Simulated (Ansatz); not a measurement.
**SiB₂H₆O: how energies converge with the basis set**

How large a basis does SiB₂H₆O need? Two functionals are run in growing sets.

Computed with Ansatz 0.2.0, Gaussian basis. Level: one geometry, several basis sets.

Plan: PBE0-D4/def2-SVP; ωB97M-V/def2-SVP; PBE0-D4/def2-QZVPP; ωB97M-V/def2-QZVPP; the functionals' def2-TZVPP values are taken from earlier runs.

### Step 1. The relaxed structure

The geometry comes from an earlier relaxation with PBE0-D4/def2-TZVP; it is a stationary point, not always the lowest conformer.

10 atoms, charge 0, spin multiplicity 1.

Atoms are counted from 1 here; the program's logs count them from 0.

Bond lengths: B1–Si2 2.004 Å, B1–H5 1.197 Å, B1–H6 1.197 Å, Si2–B3 1.997 Å, Si2–O4 1.659 Å, Si2–H7 1.506 Å, B3–H8 1.196 Å, B3–H9 1.195 Å, O4–H10 0.958 Å. Angles: Si2–B1–H5 118.7°, Si2–B1–H6 123.8°, H5–B1–H6 117.5°, B1–Si2–B3 108.8°, B1–Si2–O4 116.4°, B1–Si2–H7 103.0°, B3–Si2–O4 111.1°, B3–Si2–H7 106.1°, O4–Si2–H7 110.7°, Si2–B3–H8 118.4°, Si2–B3–H9 123.3°, H8–B3–H9 118.3°, Si2–O4–H10 117.1°.

### Step 2. PBE0-D4 in def2-SVP

The input, in.yaml:

```yaml
crystal:
  periodic: [false, false, false]
  atoms:
    - {symbol: B, position_ang: [-1.438388, 0.882885, -0.041334]}
    - {symbol: Si, position_ang: [0.243942, -0.128271, -0.446042]}
    - {symbol: B, position_ang: [0.770759, -1.174172, 1.171641]}
    - {symbol: O, position_ang: [1.519672, 0.762724, -1.022447]}
    - {symbol: H, position_ang: [-2.385745, 0.279353, 0.371738]}
    - {symbol: H, position_ang: [-1.560228, 2.063433, -0.199881]}
    - {symbol: H, position_ang: [-0.204981, -1.139155, -1.468234]}
    - {symbol: H, position_ang: [-0.010571, -1.962751, 1.617664]}
    - {symbol: H, position_ang: [1.817940, -1.036687, 1.730399]}
    - {symbol: H, position_ang: [1.330799, 1.401641, -1.710505]}
basis:
  gaussian: {orbitals: def2-SVP}
hamiltonian: {xc: pbe0, dispersion: d4}
output: {orbitals: {seedname: orbitals}}
```

Launch:

```sh
$ ansatz run in.yaml --threads 2 --pin off --events-out ev --progress --plain --max-ram 4352MiB
```

The runs that follow: ωB97M-V in def2-SVP; PBE0-D4 in def2-QZVPP; ωB97M-V in def2-QZVPP.

Q: Predict the results of all the runs planned. Wanted: PBE0-D4: double and triple zeta above quadruple; ωB97M-V: double and triple zeta above quadruple.

The runs gave:

| quantity | value |
| --- | --- |
| PBE0-D4: double and triple zeta above quadruple | 7.56, 0.49 eV |
| ωB97M-V: double and triple zeta above quadruple | 7.77, 0.46 eV |

What this shows: For PBE0-D4 the step from double to triple zeta gains 7.07 eV and the next only 0.49 eV. Total energies overstate the basis error of differences, where much of it tends to cancel.
